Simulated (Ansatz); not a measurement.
Task: a single point from an input written key by key of CH4ClFOSi, SMILES O[SiH](Cl)CF, with Ansatz's Python interface. Give the script and its output. Level of theory: B3LYP, def2-SVP basis, multiplicity 1.

```xyz
9

O    -1.5779    0.8627    0.3485
Si    0.0008    0.5961    0.4237
Cl    0.8118    2.0438   -0.7771
C     0.5817   -1.0662   -0.1599
F    -0.0402   -1.3308   -1.3986
H    -1.9774    0.9893   -0.5676
H     0.4985    0.8582    1.8128
H     1.6310   -1.1558   -0.2615
H     0.1602   -1.8437    0.5626
```

`deck_ch4clfosi.py`:
```python
# -*- coding: utf-8 -*-
"""CH4ClFOSi through the session interface."""

import ansatz as az

deck = {
    "crystal": {
        "periodic": [False, False, False],
        "atoms": [
            {"symbol": "O", "position_ang": [-1.5779, 0.8627, 0.3485]},
            {"symbol": "Si", "position_ang": [0.0008, 0.5961, 0.4237]},
            {"symbol": "Cl", "position_ang": [0.8118, 2.0438, -0.7771]},
            {"symbol": "C", "position_ang": [0.5817, -1.0662, -0.1599]},
            {"symbol": "F", "position_ang": [-0.0402, -1.3308, -1.3986]},
            {"symbol": "H", "position_ang": [-1.9774, 0.9893, -0.5676]},
            {"symbol": "H", "position_ang": [0.4985, 0.8582, 1.8128]},
            {"symbol": "H", "position_ang": [1.631, -1.1558, -0.2615]},
            {"symbol": "H", "position_ang": [0.1602, -1.8437, 0.5626]},
        ],
    },
    "basis": {"gaussian": {"orbitals": "def2-SVP"}},
    "hamiltonian": {"xc": "b3lyp"},
}
session = az.Session.from_dict(deck)
data = session.plan(threads=1).execute().report

print("reference energy %16.6f eV" % data["reference_energy_ev"])
print("total energy     %16.6f eV" % data["free_energy_ev"])
print("occupied orbitals outside the frozen core (up, down):", data["n_occupied"], " frozen:", data["n_frozen"], " virtual:", data["n_virtual"])
symbols = ["O", "Si", "Cl", "C", "F", "H", "H", "H", "H"]
field = data["mean_field"]
print("<S^2> =", round(abs(field["state"]["spin_squared"]), 4), " all-electron relativity setting:", field["relativity"])
print("passes:", field["passes"])
if "symmetry" in field:
    print("occupied orbitals by irrep:", field["symmetry"]["occupied"])
```

Running `python deck_ch4clfosi.py` prints:
```text
reference energy    -26258.281606 eV
total energy        -26258.281606 eV
occupied orbitals outside the frozen core (up, down): [29, 29]  frozen: 0  virtual: [69, 69]
<S^2> = 0.0  all-electron relativity setting: none
passes: {'evaluations': 15, 'products': 12}
occupied orbitals by irrep: [{'A': 29}, {'A': 29}]
```

Caveats:
- Total energies depend on the basis set; only differences at equal settings carry meaning.
- The geometry is a force-field or estimated start, not a minimum of this method, and the basis set is short of its limit.
- b3lyp holds the VWN-RPA fit, as in Gaussian; the form of ORCA and Turbomole is b3lyp5.
- Run time: 3.4 s on 1 thread of Arm Neoverse V1 (shared host), peak memory 0.23 GiB.
